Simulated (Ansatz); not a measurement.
# C₂H₅NSn: one species, many methods

The task here is to estimate one member of a computed series from the others.

Program: Ansatz 0.2.0, Gaussian basis. Level of theory: functionals in def2-TZVPP, the program's frozen cores in correlated methods. These are calculated values, not measurements.

The runs, in order: LDA (SPW92), PBE-D4, revPBE-D4, BLYP-D4, r2SCAN-D4, B97M-V, PBE0-D4, B3LYP-D4, r2SCANh-D4, r2SCAN0-D4, HSE06-D4, BHLYP-D4, CAM-B3LYP-D4, LC-ωPBE, ωB97X-V, ωB97M-V, B2PLYP, PBE-QIDH; CCSD(T)/def2-SVP; CCSD(T)/def2-TZVPP; MP2/def2-QZVPP; extrapolation to the limit; RPA on PBE.

## The geometry

All runs share one geometry, relaxed beforehand with PBE0-D4 in a triple-zeta def2 set. Sn takes the def2 core potential; no spin-orbit term is included.

9 atoms, charge 0, spin multiplicity 1.

Atoms are counted from 1 here; the program's logs count them from 0.

Bond lengths: C1–C2 1.206 Å, C1–H5 1.062 Å, C2–N3 1.332 Å, N3–Sn4 2.045 Å, N3–H6 1.009 Å, Sn4–H7 1.699 Å, Sn4–H8 1.703 Å, Sn4–H9 1.705 Å. Angles: C2–C1–H5 178.6°, C1–C2–N3 176.6°, C2–N3–Sn4 120.4°, C2–N3–H6 115.1°, Sn4–N3–H6 119.1°, N3–Sn4–H7 105.9°, N3–Sn4–H8 103.9°, N3–Sn4–H9 108.8°, H7–Sn4–H8 113.3°, H7–Sn4–H9 111.8°, H8–Sn4–H9 112.5°.

Set-up of the first run:

in.yaml

```yaml
crystal:
  periodic: [false, false, false]
  atoms:
    - {symbol: C, position_ang: [1.008467, 2.140073, -0.546973]}
    - {symbol: C, position_ang: [0.875187, 0.942002, -0.516167]}
    - {symbol: N, position_ang: [0.650388, -0.370814, -0.478209]}
    - {symbol: Sn, position_ang: [-0.980618, -1.112777, 0.507805]}
    - {symbol: H, position_ang: [1.141603, 3.192839, -0.594660]}
    - {symbol: H, position_ang: [1.471552, -0.949027, -0.571374]}
    - {symbol: H, position_ang: [-2.337413, -0.515015, -0.322236]}
    - {symbol: H, position_ang: [-0.802531, -2.801748, 0.381057]}
    - {symbol: H, position_ang: [-0.938034, -0.571835, 2.123758]}
basis:
  gaussian: {orbitals: def2-TZVPP}
hamiltonian: {xc: lda}
output: {orbitals: {seedname: orbitals}}
```

Run with:

```
$ ansatz run in.yaml --threads 2 --pin off --events-out ev --progress --plain --max-ram 4352MiB
```

Among the steps run: LDA; PBE-D4 (GGA); revPBE-D4 (GGA); BLYP-D4 (GGA); r2SCAN-D4 (meta-GGA); B97M-V (meta-GGA); PBE0-D4 (hybrid); B3LYP-D4 (hybrid); r2SCANh-D4 (hybrid); r2SCAN0-D4 (hybrid); HSE06-D4 (hybrid); BHLYP-D4 (hybrid); CAM-B3LYP-D4 (range-separated); LC-ωPBE (range-separated); ωB97X-V (range-separated); ωB97M-V (range-separated); B2PLYP (double hybrid); PBE-QIDH (double hybrid).

One table of the session follows, with a row left open; its other results are not shown here.

It belongs to the step «Orbital energies across the functionals». 

| functional | HOMO (eV) | gap (eV) |
| --- | --- | --- |
| LDA (SPW92) | -5.11 | 3.58 |
| PBE-D4 | -4.94 | 3.62 |
| revPBE-D4 | -4.88 | 3.65 |
| BLYP-D4 | -4.80 | 3.55 |
| r2SCAN-D4 | -5.14 | 4.20 |
| B97M-V | -5.19 | 4.00 |
| PBE0-D4 | -6.11 | 5.58 |
| B3LYP-D4 | -5.90 | 5.11 |
| r2SCANh-D4 | -5.58 | 4.91 |
| r2SCAN0-D4 | -6.26 | 5.96 |
| HSE06-D4 | -5.71 | 4.82 |
| BHLYP-D4 | -7.17 | 7.32 |
| CAM-B3LYP-D4 | ? | ? |
| LC-ωPBE | -8.77 | 10.20 |
| ωB97X-V | -8.41 | 9.68 |
| ωB97M-V | -8.31 | 9.22 |

Q: Estimate the row for CAM-B3LYP-D4 from the others.

As computed: HOMO (eV): -7.43; gap (eV): 7.73. In the column «HOMO (eV)» it lies between ωB97M-V (-8.31) and BHLYP-D4 (-7.17).
